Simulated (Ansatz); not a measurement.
# Cd4Se3S: the cost of one run

Program: Ansatz 0.2.0. Level of theory: DFT PBE, scalar-relativistic, plane waves, PAW. These are calculated values, not measurements.

1 further run of the same task is left out (set aside as unsound or not needed). Runs told in other sessions of the task aren't counted.

### Step 1. The structure to begin with

It takes space group P3m1 (No. 156, trigonal). The conventional cell has a = 4.335 Å, b = 4.335 Å, c = 14.154 Å, α = 90.00°, β = 90.00°, γ = 120.00°. Cd (site symmetry 3m) is surrounded by 3 S at 2.61 Å and 1 Se at 2.69 Å. Cd (site symmetry 3m) has 4 Se at 2.67 to 2.68 Å in its first shell of neighbours. Cd (site symmetry 3m) is surrounded by 4 Se at 2.67 to 2.69 Å. Cd (site symmetry 3m) has 1 S at 2.57 Å and 3 Se at 2.67 Å in its first shell of neighbours. Se (site symmetry 3m) is surrounded by 4 Cd at 2.67 to 2.69 Å. Se (site symmetry 3m) is surrounded by 4 Cd at 2.67 to 2.68 Å. Around S (site symmetry 3m) lie 4 Cd at 2.57 to 2.61 Å.

Coordinates:

```
Cd Se S
1.0
     4.33486    0.00000    0.00000
    -2.16743    3.75410    0.00000
     0.00000    0.00000   14.15424
Cd Se S
4 3 1
Direct
  0.66667 0.33333 0.99217
  0.66667 0.33333 0.50239
  0.00000 0.00000 0.24737
  0.00000 0.00000 0.75754
  0.66667 0.33333 0.18220
  0.66667 0.33333 0.69206
  0.00000 0.00000 0.43708
  0.00000 0.00000 0.93919
```

It is the end of an earlier relaxation with the same method, from a generated guess; it is a trial structure. At a tolerance of 0.02 Å it has space group P3m1 (No. 156); it has 28.79 Å³/atom, an uncorrected energy of -0.63 eV/atom over the elements.

### Step 2. Bands, states and charges

File input.yaml:

```yaml
crystal:
  lattice:
    - [4.3348616188, 0.0, 0.0]
    - [-2.1674308094, 3.7541002837, 0.0]
    - [0.0, 0.0, 14.1542426]
  atoms:
    - { symbol: Cd, position: [0.6666666667, 0.3333333333, 0.992167] }
    - { symbol: Cd, position: [0.6666666667, 0.3333333333, 0.50239] }
    - { symbol: Cd, position: [0.0, 0.0, 0.247371] }
    - { symbol: Cd, position: [0.0, 0.0, 0.757537] }
    - { symbol: Se, position: [0.6666666667, 0.3333333333, 0.182202] }
    - { symbol: Se, position: [0.6666666667, 0.3333333333, 0.69206] }
    - { symbol: Se, position: [0.0, 0.0, 0.437081] }
    - { symbol: S, position: [0.0, 0.0, 0.939191] }
basis:
  ecutwfc: 420
kpoints:
  mp_grid: { grid: [12, 12, 4] }
  band_path:
    path:
      - [[0.0, 0.0, 0.0], [0.5, 0.0, 0.0], [0.33333333, 0.33333333, 0.0], [0.0, 0.0, 0.0], [0.0, 0.0, 0.5], [0.5, 0.0, 0.5], [0.33333333, 0.33333333, 0.5], [0.0, 0.0, 0.5]]
      - [[0.5, 0.0, 0.5], [0.5, 0.0, 0.0]]
      - [[0.33333333, 0.33333333, 0.5], [0.33333333, 0.33333333, 0.0]]
    npoints: 14
hamiltonian:
  xc: pbe
scf:
  occupations: { method: gaussian, width: 0.02 }
  n_extra_bands: 20
output:
  forces: true
  stress: true
  eigenvalues: true
  populations: true
  dos: { projected: true, de: 0.02, nscf_kmesh: { grid: [18, 18, 6] } }
  bader: true
  write_density: true
  write_potential: true
  elf: true
  volumetric_format: npy
```

Command:

```console
$ ansatz run input.yaml --threads 4 --pin off --max-ram 8192MiB --backend cpu --events-out ev --progress --plain --runs-dir out
```

**Question.** How long does this run take on 4 threads of Arm Neoverse N1, shared host, and how much memory does it need?

About 6.3 min, with a peak of 2.5 GiB.
